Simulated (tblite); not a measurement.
# F3H3Zn: the cost of one run

Programs: tblite 0.8.0 and PySCF 2.14.0. All values are calculated, for the isolated system unless a continuum is named. Atoms count from 0, parts from 1.

### 1 Starting point

7 atoms, charge 2, multiplicity 1; geometry: parts in contact. Parts: 1 = atom 0, `[Zn+2]`, charge 2; 2 = atoms 1–2, `F`, charge 0; 3 = atoms 3–4, `F`, charge 0; 4 = atoms 5–6, `F`, charge 0. In the given geometry H2 has moved to F5 of another part (0.98 Å), so values for the parts refer to these atom groups.

### 2 Bringing the parts together with GFN2-xTB

The job: settings as JSON, then the geometry in Å.

```
{"job": {"kind": "dock", "xc": "GFN2-xTB", "basis": "xTB"}, "charge": 2, "multiplicity": 1, "parts": [{"atoms": "0-0", "charge": 2, "multiplicity": 1}, {"atoms": "1-2", "charge": 0, "multiplicity": 1}, {"atoms": "3-4", "charge": 0, "multiplicity": 1}, {"atoms": "5-6", "charge": 0, "multiplicity": 1}]}
Zn     0.202623     0.075722     0.663385
F     -0.774240    -0.540198    -0.595514
H     -4.414119    -1.839664    -2.181183
F      1.352989     1.010192     1.844849
H      1.913281     1.296736     2.597045
F     -3.560964    -2.029733    -2.621214
H     -3.135787    -2.428825    -3.411763
```

With the program's defaults for keys left out, this is: GFN2-xTB search for minima from random contacts, gas phase.

On the command line:

```
$ OMP_NUM_THREADS=1 python cluster_run.py task.json out
```

One launch serves the whole session: the jobs run in the order shown.

**Question.** How long does this first job take on 1 thread of Intel Xeon Platinum 8488C, shared host?

About 30 s.
